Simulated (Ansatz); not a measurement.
# AlGa2H: the cost of one run

Program: Ansatz 0.2.0, Gaussian basis. Level of theory: cc-pVTZ, core rule «outside noble gas», up to 33 orbitals frozen. These are calculated values, not measurements.

To be run: UHF; CCSD(T) on ROHF; CCSD(T) on UHF; BCCD(T) on ROHF; CCSDT(Q) on ROHF; CCSDT(Q) on UHF.

4 further runs of the same task are left out: 4 set aside as unsound or not needed. Runs told in other sessions of the task aren't counted.

## (1) The geometry

The geometry is a PBE0/def2-TZVP stationary point (not a proven minimum) of the parent state, kept for this charge and spin. No spin-orbit coupling is included. The filled d shell of Ga may be among the frozen orbitals whatever the setting's name suggests.

4 atoms, charge 1, spin multiplicity 2.

Atoms are counted from 1 here; the program's logs count them from 0.

Bond lengths: Ga1–Al2 2.555 Å, Al2–Ga3 2.555 Å, Al2–H4 1.846 Å. Angles: Ga1–Al2–Ga3 72.4°, Ga1–Al2–H4 52.9°, Ga3–Al2–H4 52.9°.

## (2) UHF

Contents of in.yaml:

```yaml
crystal:
  periodic: [false, false, false]
  atoms:
    - {symbol: Ga, position_ang: [-0.004403, 0.336351, 1.508986]}
    - {symbol: Al, position_ang: [-0.022649, -1.725034, 0.000000]}
    - {symbol: Ga, position_ang: [-0.004403, 0.336351, -1.508986]}
    - {symbol: H, position_ang: [1.215461, -0.355847, 0.000000]}
basis:
  gaussian: {orbitals: cc-pVTZ}
total_charge: 1
magnetization: {spin_polarized: true, initial_magnetization: 1}
hamiltonian: {xc: hf}
output: {orbitals: {seedname: orbitals}}
```

Launch:

```bash
$ ansatz run in.yaml --threads 1 --pin off --events-out ev --progress --plain --max-ram 4096MiB --backend cpu
```

What time and memory should one allow on 1 thread of AMD EPYC 7R13, shared host?

About 30 s, with a peak of 0.39 GiB.
